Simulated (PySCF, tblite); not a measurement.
# C3H8B3N3: geometry, infrared bands and NMR shifts

Wanted: the infrared bands and NMR shifts of C3H8B3N3 (`C#CB1NBN(C)BN1`), by calculation.

Computed with tblite 0.8.0 and PySCF 2.14.0, with density-fitted response routines of our own, on a single molecule in the gas phase. Atoms count from 0, in the outputs and in this text.

### 1 The starting structure

17 atoms, charge 0, multiplicity 1; geometry from: force field or distance geometry start.

Bonds of the start (Å): C0–C1 1.23, C1–B2 1.53, B2–N3 1.52, N3–B4 1.54, B4–N5 1.51, N5–C6 1.42, N5–B7 1.52, B7–N8 1.51, N8–B2 1.52, C0–H9 1.05, N3–H10 1.05, B4–H11 1.19, C6–H12 1.10, C6–H13 1.11, C6–H14 1.13, B7–H15 1.19, N8–H16 1.04.

### 2 Geometry optimisation with GFN2-xTB

Job settings and geometry (Å):

```
{"job": {"kind": "relax", "xc": "GFN2-xTB", "basis": "xTB"}, "charge": 0, "multiplicity": 1}
C      3.883100    -0.167200    -1.323500
C      2.805600     0.034500    -0.758300
B      1.499700     0.272300    -0.004500
N      0.894700    -0.816000     0.873900
B     -0.619800    -0.795800     0.620800
N     -1.304900     0.536700     0.840100
C     -2.722800     0.482600     0.820100
B     -0.680100     1.546400    -0.115000
N      0.826600     1.628800    -0.176100
H      4.783100    -0.336600    -1.828000
H      1.309100    -1.757800     0.645900
H     -1.020900    -1.546700    -0.204300
H     -3.156300    -0.488200     0.542600
H     -3.137600     1.306000     0.203300
H     -3.065000     0.682800     1.877700
H     -1.399100     2.016400    -0.939200
H      1.097600     2.063300    -1.085400
```

Launch:

```
$ OMP_NUM_THREADS=1 python probes_run.py task.json out
```

One launch serves the whole session: the jobs run in the order shown.

**Question.** This job is followed by: GFN2-xTB harmonic vibrations, gas phase; GIAO PBE0/pcSseg-1 NMR shielding, non-relativistic, gas phase. What will the session give for the following? strongest single infrared mode (GFN2-xTB); zero-point energy (GFN2-xTB); 13C shifts against TMS (PBE0/pcSseg-1); 1H shifts against TMS (PBE0/pcSseg-1, means over atoms taken as alike); 11B shifts against BF3·OEt2 (PBE0/pcSseg-1, means over atoms taken as alike); 15N shifts against NH3 (PBE0/pcSseg-1, means over atoms taken as alike).

As calculated:

```
                                                                    quantity                       value
                                   strongest single infrared mode (GFN2-xTB)       1427 cm⁻¹, 519 km/mol
                                                zero-point energy (GFN2-xTB)               79.4 kcal/mol
                                      13C shifts against TMS (PBE0/pcSseg-1)        98.6, 92.2, 42.1 ppm
      1H shifts against TMS (PBE0/pcSseg-1, means over atoms taken as alike)  5.98, 4.82, 3.41, 2.11 ppm
11B shifts against BF3·OEt2 (PBE0/pcSseg-1, means over atoms taken as alike)              28.1, 19.4 ppm
     15N shifts against NH3 (PBE0/pcSseg-1, means over atoms taken as alike)            147.2, 147.0 ppm
```

What this shows: Relaxing lowered the energy by 2.852 eV in 82 steps; the close pair that moved most is N3–B4, from 1.536 to 1.415 Å. The lowest mode is imaginary (38i cm⁻¹), so the xTB geometry is not a minimum. The strongest single mode, at 1427 cm⁻¹, has its largest shares on B7, H12, H13 and N3 (the list is cut at 4 atoms). GFN2-xTB is a fitted tight-binding method: band positions and strengths are rough. Its intensities can rank the bands wrongly. At PBE0/pcSseg-1: The widest tensor belongs to C1: span 306 ppm, with a paramagnetic part of -162 ppm.
